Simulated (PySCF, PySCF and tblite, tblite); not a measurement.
# C₄H₁₂N₂Si: a scan of pyramidal angle

How do energy and shieldings of C₄H₁₂N₂Si (`CCN1CCN[SiH2]1`) change along pyramidal angle?

Programs: PySCF 2.14.0 with density-fitted response routines of our own, and tblite 0.8.0. All values are computed, except where a source is named. Atoms count from 0 throughout.

### 1 The molecule as given

19 atoms, charge 0, multiplicity 1; geometry from: force field or distance geometry start.

Bonds of the start (Å): C0–C1 1.53, C0–H7 1.10, C0–H8 1.09, C0–H9 1.10, C1–H10 1.11, C1–H11 1.09, C1–N2 1.45, C3–C4 1.54, C3–H12 1.09, C3–H13 1.09, C4–H14 1.09, C4–H15 1.10, C4–N5 1.46, N2–C3 1.49, N2–Si6 1.72, N5–H16 1.01, N5–Si6 1.72, Si6–H17 1.48, Si6–H18 1.48.

### 2 GFN2-xTB relaxation, start minimum

The job: settings as JSON, then the geometry in Å.

```
{"job": {"xc": "GFN2-xTB", "basis": "xTB", "kind": "relax"}, "charge": 0, "multiplicity": 1}
C      2.415400     0.182200     0.116100
C      1.395300    -0.908800    -0.223700
N      0.009100    -0.541200    -0.032100
C     -0.482700     0.406600    -1.078400
C     -1.966700     0.634900    -0.718100
N     -2.055300     0.591200     0.742300
Si    -0.841100    -0.397400     1.450500
H      2.297500     1.057200    -0.535500
H      3.430500    -0.197600    -0.014800
H      2.307600     0.519700     1.158700
H      1.622600    -1.794200     0.402300
H      1.558800    -1.245600    -1.246800
H      0.053300     1.354400    -1.015600
H     -0.382200    -0.020100    -2.080500
H     -2.586300    -0.152700    -1.156400
H     -2.323400     1.598700    -1.098600
H     -2.963400     0.253500     1.025800
H     -1.432800    -1.700000     1.844600
H     -0.065900     0.368300     2.452800
```

Run with:

```console
$ OMP_NUM_THREADS=1 python ens_run.py task.json out
```

This one command runs the whole study; its stages follow in the order run.

Log:

```text
step      E/eV     max force
  0    -606.76234    1.689
  1    -606.83665    0.703
  2    -606.86848    0.527
  3    -606.90794    0.486
  4    -606.92498    0.375
  5    -606.94099    0.358
  6    -606.95452    0.388
  7    -606.96847    0.419
  8    -606.98137    0.336
  9    -606.99247    0.242
 10    -607.00124    0.200
 11    -607.00834    0.179
 12    -607.01343    0.190
 13    -607.01764    0.149
 14    -607.02107    0.119
 15    -607.02332    0.096
 16    -607.02480    0.078
 17    -607.02589    0.073
 18    -607.02672    0.061
 19    -607.02742    0.088
 20    -607.02803    0.053
 21    -607.02862    0.053
 22    -607.02908    0.045
 23    -607.02951    0.052
 24    -607.02983    0.052
 25    -607.03012    0.040
 26    -607.03038    0.032
 27    -607.03060    0.030
 28    -607.03079    0.037
 29    -607.03096    0.035
 30    -607.03113    0.028
 31    -607.03128    0.025
 32    -607.03141    0.025
 33    -607.03153    0.025
 34    -607.03165    0.022
 35    -607.03179    0.022
 36    -607.03192    0.028
 37    -607.03206    0.030
 38    -607.03222    0.029
 39    -607.03240    0.027
 40    -607.03256    0.025
 41    -607.03268    0.026
 42    -607.03276    0.025
 43    -607.03283    0.020
 44    -607.03289    0.017
 45    -607.03294    0.014
 46    -607.03297    0.012
 47    -607.03300    0.013
 48    -607.03303    0.015
 49    -607.03306    0.015
 50    -607.03308    0.009
 51    -607.03310    0.006
 52    -607.03310    0.007
 53    -607.03311    0.007
 54    -607.03312    0.006
 55    -607.03312    0.004
 56    -607.03312    0.004
 57    -607.03313    0.004
 58    -607.03313    0.004
 59    -607.03313    0.004
 60    -607.03314    0.004
 61    -607.03314    0.005
 62    -607.03314    0.005
 63    -607.03315    0.004
 64    -607.03315    0.005
 65    -607.03315    0.005
 66    -607.03316    0.005
 67    -607.03316    0.005
 68    -607.03317    0.004
 69    -607.03317    0.004
 70    -607.03318    0.005
 71    -607.03318    0.005
 72    -607.03319    0.005
 73    -607.03319    0.004
 74    -607.03319    0.004
 75    -607.03319    0.005
 76    -607.03320    0.005
 77    -607.03320    0.004
 78    -607.03321    0.004
 79    -607.03321    0.004
 80    -607.03321    0.006
 81    -607.03322    0.006
 82    -607.03322    0.005
 83    -607.03322    0.004
 84    -607.03323    0.003
 85    -607.03323    0.004
 86    -607.03323    0.005
 87    -607.03323    0.003
 88    -607.03323    0.002
```

Wall time 0.52 s (1 thread of Intel Xeon Platinum 8488C, shared host).

Gain 0.271 eV; displacement 0.13 Å root mean square.

### 3 Relaxed scan, pyramidal angle

The job: settings as JSON, then the geometry in Å.

```
{"job": {"xc": "GFN2-xTB", "basis": "xTB", "coordinate": [["t", [16, 4, 6, 5], 0.3333333333333333], ["t", [4, 6, 16, 5], 0.3333333333333333], ["t", [6, 16, 4, 5], 0.3333333333333333]], "kind": "drive"}, "charge": 0, "multiplicity": 1}
C      2.428902     0.161175     0.106023
C      1.397756    -0.917976    -0.231476
N      0.035034    -0.500425    -0.070254
C     -0.492341     0.428484    -1.043518
C     -1.976904     0.582869    -0.722764
N     -2.068722     0.551663     0.721432
Si    -0.826641    -0.418055     1.413508
H      2.336998     1.005958    -0.572101
H      3.434893    -0.242138     0.020829
H      2.272615     0.512222     1.122967
H      1.552591    -1.776111     0.427604
H      1.547695    -1.250194    -1.267431
H      0.001609     1.407779    -0.979167
H     -0.343471     0.036145    -2.056008
H     -2.544786    -0.236357    -1.185616
H     -2.366573     1.530812    -1.108268
H     -3.010806     0.577127     1.072295
H     -1.116651    -1.799908     1.814584
H     -0.271002     0.356177     2.529900
```

Log:

```text
point  coordinate     E/eV
  0    -21.800     -607.03318
  1    -15.500     -607.02657
  2     -7.900     -607.00999
  3     -0.300     -606.99245
  4      7.400     -606.97954
  5     15.000     -606.96816
  6     21.400     -606.95488
  7     27.900     -606.93544
```

Wall time 1.4 s (1 thread of Intel Xeon Platinum 8488C, shared host).

The highest point is number 7, 2.3 kcal/mol above the first.

### 4 Relaxed scan, pyramidal angle

job is that of step 3.

Log:

```text
point  coordinate     E/eV
  0    -27.800     -607.02296
```

Wall time 0.13 s (1 thread of Intel Xeon Platinum 8488C, shared host).

### 5 Shieldings, coordinate held at 27.9: PBE0/pcSseg-1

The job: settings as JSON, then the geometry in Å.

```
{"job": {"kind": "nmr", "xc": "PBE0", "basis": "pcSseg-1", "every": 1, "pop": false}, "charge": 0, "multiplicity": 1}
C      2.435934     0.172329     0.091844
C      1.396885    -0.906876    -0.223184
N      0.040450    -0.477103    -0.047431
C     -0.502772     0.449251    -1.012584
C     -2.009766     0.495171    -0.738028
N     -2.247274     0.284170     0.683102
Si    -0.872992    -0.481217     1.405759
H      2.329025     1.015714    -0.586165
H      3.440088    -0.229953    -0.016395
H      2.303651     0.525582     1.111827
H      1.555193    -1.761261     0.439702
H      1.532430    -1.246601    -1.259025
H     -0.065927     1.453936    -0.905954
H     -0.298084     0.097374    -2.029673
H     -2.493385    -0.325997    -1.278934
H     -2.446861     1.434620    -1.079633
H     -2.639572     1.090948     1.138408
H     -1.169901    -1.864289     1.777413
H     -0.333201     0.286082     2.537720
```

Log:

```text
coarse grid: 15536 points
cycle   1  E = -558.0794493870  dE =  8.261e-01  |g| = 5.057e-01  |ddm| = 3.825e+00
cycle   2  E = -558.0399688123  dE =  3.948e-02  |g| = 6.668e-01  |ddm| = 1.235e+00
cycle   3  E = -558.1398525410  dE = -9.988e-02  |g| = 6.735e-02  |ddm| = 7.660e-01
cycle   4  E = -558.1406140326  dE = -7.615e-04  |g| = 2.869e-02  |ddm| = 7.229e-02
cycle   5  E = -558.1407941806  dE = -1.801e-04  |g| = 6.240e-03  |ddm| = 2.639e-02
cycle   6  E = -558.1408010224  dE = -6.842e-06  |g| = 2.340e-03  |ddm| = 6.835e-03
final grid: 143208 points
cycle   7  E = -558.1786020334  dE = -3.728e-05  |g| = 9.262e-03  |ddm| = 2.874e-02
cycle   8  E = -558.1785903082  dE =  1.173e-05  |g| = 1.182e-02  |ddm| = 1.927e-02
cycle   9  E = -558.1786226068  dE = -3.230e-05  |g| = 9.545e-04  |ddm| = 1.086e-02
cycle  10  E = -558.1786227907  dE = -1.838e-07  |g| = 2.382e-04  |ddm| = 8.940e-04
cycle  11  E = -558.1786228029  dE = -1.221e-08  |g| = 3.666e-05  |ddm| = 2.376e-04
cycle  12  E = -558.1786228031  dE = -2.528e-10  |g| = 1.552e-05  |ddm| = 5.759e-05
converged SCF energy = -558.1786228031

GIAO shielding tensors (ppm)
atom      isotropic    diamagn.    paramagn.     s11        s22        s33       span
  0 C      171.848     248.459     -76.611    152.297    176.465    186.782     34.485
  1 C      142.317     241.632     -99.315    115.956    141.728    169.267     53.311
  2 N      229.207     330.597    -101.390    177.320    230.757    279.546    102.226
  3 C      131.637     246.152    -114.516    102.925    134.652    157.333     54.408
  4 C      139.039     243.755    -104.716    109.452    143.752    163.912     54.459
  5 N      252.062     324.989     -72.927    194.690    256.820    304.676    109.987
  6 Si     375.071     882.269    -507.198    332.689    364.451    428.072     95.383
  7 H       30.060      30.712      -0.652     25.311     30.059     34.809      9.498
  8 H       30.897      28.338       2.559     26.775     27.704     38.212     11.436
  9 H       30.852      30.743       0.109     26.567     29.747     36.240      9.673
 10 H       28.436      30.385      -1.949     22.692     28.141     34.476     11.784
 11 H       28.661      30.169      -1.508     22.944     28.499     34.541     11.597
 12 H       28.336      32.185      -3.849     22.751     28.051     34.204     11.453
 13 H       29.263      31.290      -2.028     25.491     27.359     34.938      9.447
 14 H       28.043      29.059      -1.016     21.806     27.077     35.245     13.439
 15 H       28.517      29.230      -0.714     23.808     27.163     34.579     10.771
 16 H       31.426      32.482      -1.056     22.664     27.938     43.675     21.012
 17 H       26.657      30.497      -3.841     23.280     23.780     32.910      9.629
 18 H       26.321      30.887      -4.567     22.995     24.031     31.935      8.940
```

Run time: 24 s. Hardware: 1 thread of Intel Xeon Platinum 8488C, shared host; peak memory 0.84 GiB.

Key values: HOMO -6.06 eV, LUMO 0.77 eV; dipole 1.54 D.

### 6 Shieldings, coordinate held at -0.3: PBE0/pcSseg-1

The job: settings as JSON, then the geometry in Å.

```
{"job": {"kind": "nmr", "xc": "PBE0", "basis": "pcSseg-1", "every": 1, "pop": false}, "charge": 0, "multiplicity": 1}
C      2.429380     0.161848     0.101053
C      1.396015    -0.916851    -0.234397
N      0.034252    -0.501650    -0.066499
C     -0.498699     0.423106    -1.039701
C     -1.991750     0.569173    -0.736778
N     -2.137653     0.369798     0.684473
Si    -0.821975    -0.434059     1.421195
H      2.335880     1.007502    -0.575897
H      3.435220    -0.241328     0.012593
H      2.277700     0.512034     1.119016
H      1.555205    -1.776654     0.421539
H      1.542587    -1.246065    -1.271849
H     -0.010290     1.406483    -0.973284
H     -0.336480     0.031693    -2.050434
H     -2.563176    -0.187671    -1.294226
H     -2.354735     1.557520    -1.036825
H     -2.982762     0.707172     1.103279
H     -1.057661    -1.813715     1.860168
H     -0.274320     0.381004     2.516732
```

Log:

```text
coarse grid: 15536 points
cycle   1  E = -558.0804412529  dE =  8.510e-01  |g| = 5.086e-01  |ddm| = 3.838e+00
cycle   2  E = -558.0395365694  dE =  4.090e-02  |g| = 6.740e-01  |ddm| = 1.196e+00
cycle   3  E = -558.1410064765  dE = -1.015e-01  |g| = 6.621e-02  |ddm| = 7.444e-01
cycle   4  E = -558.1417359818  dE = -7.295e-04  |g| = 2.927e-02  |ddm| = 7.225e-02
cycle   5  E = -558.1419238517  dE = -1.879e-04  |g| = 6.249e-03  |ddm| = 2.675e-02
cycle   6  E = -558.1419306532  dE = -6.801e-06  |g| = 2.366e-03  |ddm| = 7.062e-03
final grid: 143208 points
cycle   7  E = -558.1799046291  dE = -3.732e-05  |g| = 9.219e-03  |ddm| = 2.741e-02
cycle   8  E = -558.1798924805  dE =  1.215e-05  |g| = 1.187e-02  |ddm| = 1.922e-02
cycle   9  E = -558.1799249795  dE = -3.250e-05  |g| = 9.299e-04  |ddm| = 1.085e-02
cycle  10  E = -558.1799251527  dE = -1.731e-07  |g| = 2.388e-04  |ddm| = 8.787e-04
cycle  11  E = -558.1799251647  dE = -1.208e-08  |g| = 3.300e-05  |ddm| = 2.142e-04
cycle  12  E = -558.1799251650  dE = -2.240e-10  |g| = 8.261e-06  |ddm| = 5.032e-05
converged SCF energy = -558.1799251650

GIAO shielding tensors (ppm)
atom      isotropic    diamagn.    paramagn.     s11        s22        s33       span
  0 C      171.789     248.531     -76.742    151.259    177.195    186.913     35.654
  1 C      141.872     241.629     -99.756    115.584    140.762    169.271     53.686
  2 N      231.027     329.672     -98.645    181.306    237.219    274.557     93.251
  3 C      134.329     245.304    -110.975    106.465    134.707    161.815     55.350
  4 C      139.706     243.248    -103.542    119.384    135.889    163.846     44.462
  5 N      252.790     324.360     -71.569    189.432    247.978    320.961    131.530
  6 Si     384.136     881.867    -497.731    348.726    370.783    432.900     84.174
  7 H       30.005      30.576      -0.571     25.220     29.964     34.831      9.611
  8 H       30.900      28.277       2.623     26.766     27.750     38.185     11.418
  9 H       30.880      30.674       0.206     26.497     29.909     36.234      9.737
 10 H       28.390      30.276      -1.886     22.560     28.122     34.488     11.927
 11 H       28.724      30.032      -1.308     23.097     28.528     34.548     11.451
 12 H       28.168      31.703      -3.535     22.314     27.978     34.212     11.898
 13 H       29.058      30.752      -1.694     25.293     27.030     34.851      9.558
 14 H       27.970      28.904      -0.934     22.311     26.302     35.296     12.984
 15 H       28.319      28.863      -0.545     23.882     26.429     34.645     10.763
 16 H       31.929      31.367       0.562     22.353     28.372     45.062     22.708
 17 H       26.551      30.440      -3.889     23.353     23.572     32.729      9.376
 18 H       26.299      30.599      -4.300     23.114     23.844     31.939      8.825
```

It took 25 s on 1 thread of Intel Xeon Platinum 8488C, shared host; peak memory 0.85 GiB.

Key values: HOMO -5.93 eV, LUMO 0.74 eV; dipole 0.91 D.

### 7 Shieldings, coordinate held at -27.8: PBE0/pcSseg-1

The job: settings as JSON, then the geometry in Å.

```
{"job": {"kind": "nmr", "xc": "PBE0", "basis": "pcSseg-1", "every": 1, "pop": false}, "charge": 0, "multiplicity": 1}
C      2.430613     0.161439     0.105463
C      1.399369    -0.916882    -0.232761
N      0.037083    -0.496401    -0.072825
C     -0.489547     0.432949    -1.046046
C     -1.970722     0.591063    -0.715686
N     -2.055729     0.604926     0.734357
Si    -0.827763    -0.409210     1.408204
H      2.340473     1.006103    -0.573080
H      3.436224    -0.242992     0.022582
H      2.272573     0.513069     1.121811
H      1.551336    -1.775227     0.426707
H      1.549418    -1.249239    -1.268483
H      0.008374     1.410080    -0.986383
H     -0.349679     0.038319    -2.058984
H     -2.537336    -0.242998    -1.151029
H     -2.367629     1.527169    -1.123055
H     -3.006477     0.516110     1.056064
H     -1.140722    -1.789746     1.794418
H     -0.268813     0.348927     2.533386
```

Log:

```text
coarse grid: 15536 points
cycle   1  E = -558.0810835476  dE =  8.369e-01  |g| = 5.023e-01  |ddm| = 3.830e+00
cycle   2  E = -558.0414722578  dE =  3.961e-02  |g| = 6.646e-01  |ddm| = 1.195e+00
cycle   3  E = -558.1406611431  dE = -9.919e-02  |g| = 6.760e-02  |ddm| = 7.384e-01
cycle   4  E = -558.1414357762  dE = -7.746e-04  |g| = 2.826e-02  |ddm| = 7.179e-02
cycle   5  E = -558.1416110437  dE = -1.753e-04  |g| = 6.356e-03  |ddm| = 2.626e-02
cycle   6  E = -558.1416183677  dE = -7.324e-06  |g| = 2.297e-03  |ddm| = 6.892e-03
final grid: 143208 points
cycle   7  E = -558.1795180350  dE = -3.671e-05  |g| = 9.508e-03  |ddm| = 2.862e-02
cycle   8  E = -558.1795043436  dE =  1.369e-05  |g| = 1.237e-02  |ddm| = 1.988e-02
cycle   9  E = -558.1795395699  dE = -3.523e-05  |g| = 9.994e-04  |ddm| = 1.135e-02
cycle  10  E = -558.1795397741  dE = -2.041e-07  |g| = 2.374e-04  |ddm| = 9.389e-04
cycle  11  E = -558.1795397862  dE = -1.209e-08  |g| = 3.761e-05  |ddm| = 2.353e-04
cycle  12  E = -558.1795397864  dE = -2.727e-10  |g| = 1.493e-05  |ddm| = 5.811e-05
converged SCF energy = -558.1795397864

GIAO shielding tensors (ppm)
atom      isotropic    diamagn.    paramagn.     s11        s22        s33       span
  0 C      171.864     248.486     -76.622    151.972    177.030    186.591     34.619
  1 C      141.958     241.748     -99.790    115.934    140.775    169.165     53.231
  2 N      227.091     329.771    -102.680    182.769    229.497    269.008     86.239
  3 C      134.775     245.063    -110.288    107.083    134.371    162.871     55.787
  4 C      137.985     245.504    -107.519    118.249    134.941    160.764     42.516
  5 N      242.584     322.061     -79.477    191.352    231.958    304.442    113.091
  6 Si     377.208     882.060    -504.852    346.387    359.241    425.997     79.610
  7 H       30.019      30.529      -0.510     25.194     29.979     34.883      9.689
  8 H       30.893      28.221       2.673     26.742     27.684     38.254     11.511
  9 H       30.823      30.607       0.216     26.411     29.949     36.109      9.698
 10 H       28.444      30.279      -1.835     22.650     28.173     34.510     11.859
 11 H       28.731      30.041      -1.310     23.187     28.479     34.526     11.339
 12 H       28.247      31.659      -3.412     22.568     27.739     34.436     11.868
 13 H       29.070      30.712      -1.642     25.289     26.938     34.984      9.694
 14 H       28.307      30.172      -1.864     23.102     26.458     35.362     12.260
 15 H       28.264      28.692      -0.428     23.565     26.253     34.974     11.409
 16 H       31.781      30.763       1.018     22.647     28.425     44.272     21.625
 17 H       26.527      30.630      -4.103     23.124     23.769     32.688      9.564
 18 H       26.501      30.541      -4.041     23.265     23.994     32.243      8.977
```

It took 24 s on 1 thread of Intel Xeon Platinum 8488C, shared host; peak memory 0.86 GiB.

In short: HOMO -6.12 eV, LUMO 0.65 eV; dipole 0.87 D.

### 8 Shieldings, coordinate held at 15: PBE0/pcSseg-1

The job: settings as JSON, then the geometry in Å.

```
{"job": {"kind": "nmr", "xc": "PBE0", "basis": "pcSseg-1", "every": 1, "pop": false}, "charge": 0, "multiplicity": 1}
C      2.429556     0.161198     0.096462
C      1.395115    -0.920169    -0.226303
N      0.035395    -0.499521    -0.058759
C     -0.497792     0.419177    -1.035734
C     -1.994614     0.571273    -0.739333
N     -2.208290     0.225283     0.649864
Si    -0.827660    -0.432271     1.422696
H      2.328875     1.003861    -0.583234
H      3.435298    -0.240085     0.000963
H      2.285313     0.515012     1.114306
H      1.553069    -1.773296     0.438377
H      1.538823    -1.260336    -1.260668
H     -0.005673     1.401495    -0.977043
H     -0.333845     0.023261    -2.044501
H     -2.573185    -0.112332    -1.375252
H     -2.326209     1.591772    -0.953899
H     -2.952029     0.719804     1.105561
H     -1.027516    -1.798396     1.906102
H     -0.288157     0.433721     2.486750
```

Log:

```text
coarse grid: 15536 points
cycle   1  E = -558.0782850881  dE =  8.452e-01  |g| = 5.102e-01  |ddm| = 3.836e+00
cycle   2  E = -558.0369721140  dE =  4.131e-02  |g| = 6.764e-01  |ddm| = 1.214e+00
cycle   3  E = -558.1393113957  dE = -1.023e-01  |g| = 6.714e-02  |ddm| = 7.547e-01
cycle   4  E = -558.1400664219  dE = -7.550e-04  |g| = 2.921e-02  |ddm| = 7.250e-02
cycle   5  E = -558.1402536696  dE = -1.872e-04  |g| = 6.225e-03  |ddm| = 2.658e-02
cycle   6  E = -558.1402604485  dE = -6.779e-06  |g| = 2.336e-03  |ddm| = 6.905e-03
final grid: 143208 points
cycle   7  E = -558.1782474337  dE = -3.733e-05  |g| = 9.258e-03  |ddm| = 2.754e-02
cycle   8  E = -558.1782354130  dE =  1.202e-05  |g| = 1.187e-02  |ddm| = 1.919e-02
cycle   9  E = -558.1782679573  dE = -3.254e-05  |g| = 9.423e-04  |ddm| = 1.087e-02
cycle  10  E = -558.1782681344  dE = -1.771e-07  |g| = 2.421e-04  |ddm| = 8.891e-04
cycle  11  E = -558.1782681468  dE = -1.244e-08  |g| = 3.304e-05  |ddm| = 2.174e-04
cycle  12  E = -558.1782681470  dE = -2.240e-10  |g| = 7.907e-06  |ddm| = 4.895e-05
converged SCF energy = -558.1782681470

GIAO shielding tensors (ppm)
atom      isotropic    diamagn.    paramagn.     s11        s22        s33       span
  0 C      171.919     248.552     -76.633    151.335    177.258    187.163     35.828
  1 C      141.954     241.678     -99.724    115.619    140.996    169.246     53.627
  2 N      232.082     329.774     -97.691    179.433    237.572    279.242     99.808
  3 C      134.527     245.580    -111.054    105.604    134.561    163.415     57.810
  4 C      140.243     242.817    -102.574    116.713    137.415    166.602     49.889
  5 N      256.191     324.214     -68.023    190.216    252.939    325.418    135.201
  6 Si     380.594     882.021    -501.427    341.227    369.460    431.095     89.868
  7 H       30.012      30.620      -0.608     25.235     30.007     34.794      9.559
  8 H       30.906      28.305       2.601     26.773     27.776     38.168     11.395
  9 H       30.898      30.709       0.189     26.519     29.877     36.298      9.779
 10 H       28.367      30.324      -1.957     22.562     28.093     34.445     11.884
 11 H       28.727      30.051      -1.323     23.070     28.528     34.584     11.513
 12 H       28.142      31.818      -3.676     22.301     28.126     34.000     11.699
 13 H       29.005      30.851      -1.847     25.163     27.049     34.802      9.639
 14 H       27.851      28.523      -0.672     21.928     26.442     35.185     13.257
 15 H       28.360      29.096      -0.736     23.877     26.720     34.483     10.607
 16 H       32.024      31.482       0.542     22.420     28.575     45.076     22.656
 17 H       26.613      30.513      -3.900     23.470     23.560     32.807      9.337
 18 H       26.219      30.722      -4.504     22.973     23.941     31.741      8.768
```

Wall time 24 s (1 thread of Intel Xeon Platinum 8488C, shared host); peak memory 0.85 GiB.

This run: HOMO -5.93 eV, LUMO 0.74 eV; dipole 1.17 D.

[end of part 1 of 2]
